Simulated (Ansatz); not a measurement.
# CH₅AlSiTe: basis-set convergence

An exercise on one series of results from a longer session: the logs are not shown, and one member is left open.

Computed with Ansatz 0.2.0, Gaussian basis. Level: one geometry, several basis sets.

Plan: PBE0-D4/def2-SVP; ωB97M-V/def2-SVP; PBE0-D4/def2-QZVPP; ωB97M-V/def2-QZVPP; the functionals' def2-TZVPP values are taken from earlier runs.

## Structure used throughout

All runs share one geometry, relaxed beforehand with PBE0-D4 in a triple-zeta def2 set. Te takes the def2 core potential; no spin-orbit term is included.

9 atoms, charge 0, spin multiplicity 1.

Atoms are counted from 1 here; the program's logs count them from 0.

Bond lengths: Al1–Si2 2.444 Å, Al1–Te4 2.753 Å, Al1–H5 1.586 Å, Al1–H6 1.583 Å, Si2–C3 1.863 Å, Si2–Te4 2.587 Å, Si2–H7 1.493 Å, C3–Te4 2.200 Å, C3–H8 1.087 Å, C3–H9 1.085 Å. Angles: Si2–Al1–Te4 59.4°, Si2–Al1–H5 112.6°, Si2–Al1–H6 118.2°, Te4–Al1–H5 111.0°, Te4–Al1–H6 111.1°, H5–Al1–H6 125.4°, Al1–Si2–C3 100.2°, Al1–Si2–Te4 66.3°, Al1–Si2–H7 138.3°, C3–Si2–Te4 56.5°, C3–Si2–H7 109.6°, Te4–Si2–H7 107.2°, Si2–C3–Te4 78.6°, Si2–C3–H8 120.2°, Si2–C3–H9 118.8°, Te4–C3–H8 109.7°, Te4–C3–H9 109.7°, H8–C3–H9 113.3° and more.

Geometry (Å):

```xyz
9
CH5AlSiTe
Al   -1.3262    1.2462    0.1825
Si    0.9769    0.4493    0.3702
C     0.8742   -1.1024   -0.6556
Te   -0.7976   -1.3963    0.7433
H    -1.7878    1.4257   -1.3243
H    -1.9685    1.9776    1.4313
H     2.0162    0.2813    1.4289
H     1.6069   -1.8939   -0.5235
H     0.4943   -1.0337   -1.6698
```

Set-up of the first run:

in.yaml

```yaml
crystal:
  periodic: [false, false, false]
  atoms:
    - {symbol: Al, position_ang: [-1.326172, 1.246225, 0.182519]}
    - {symbol: Si, position_ang: [0.976924, 0.449271, 0.370220]}
    - {symbol: C, position_ang: [0.874165, -1.102393, -0.655593]}
    - {symbol: Te, position_ang: [-0.797582, -1.396350, 0.743288]}
    - {symbol: H, position_ang: [-1.787805, 1.425659, -1.324291]}
    - {symbol: H, position_ang: [-1.968456, 1.977583, 1.431262]}
    - {symbol: H, position_ang: [2.016209, 0.281322, 1.428949]}
    - {symbol: H, position_ang: [1.606893, -1.893899, -0.523532]}
    - {symbol: H, position_ang: [0.494326, -1.033719, -1.669823]}
basis:
  gaussian: {orbitals: def2-SVP}
hamiltonian: {xc: pbe0, dispersion: d4}
output: {orbitals: {seedname: orbitals}}
```

Steps of the session up to this table: PBE0-D4 in def2-SVP; ωB97M-V in def2-SVP; PBE0-D4 in def2-QZVPP; ωB97M-V in def2-QZVPP.

One of the session's tables, all rows but one given; the rest of the session is left out.

It belongs to the step «Density functionals: the series». 

| functional | basis | HOMO (eV) | LUMO (eV) |
| --- | --- | --- | --- |
| PBE0-D4 | def2-SVP | ? | ? |
| PBE0-D4 | def2-TZVPP | -6.93 | -1.74 |
| PBE0-D4 | def2-QZVPP | -6.93 | -1.76 |
| ωB97M-V | def2-SVP | -8.86 | 0.17 |
| ωB97M-V | def2-TZVPP | -8.90 | 0.01 |
| ωB97M-V | def2-QZVPP | -8.91 | -0.10 |

Estimate the missing values for PBE0-D4, def2-SVP.

**Answer.** HOMO (eV): -6.93; LUMO (eV): -1.69.
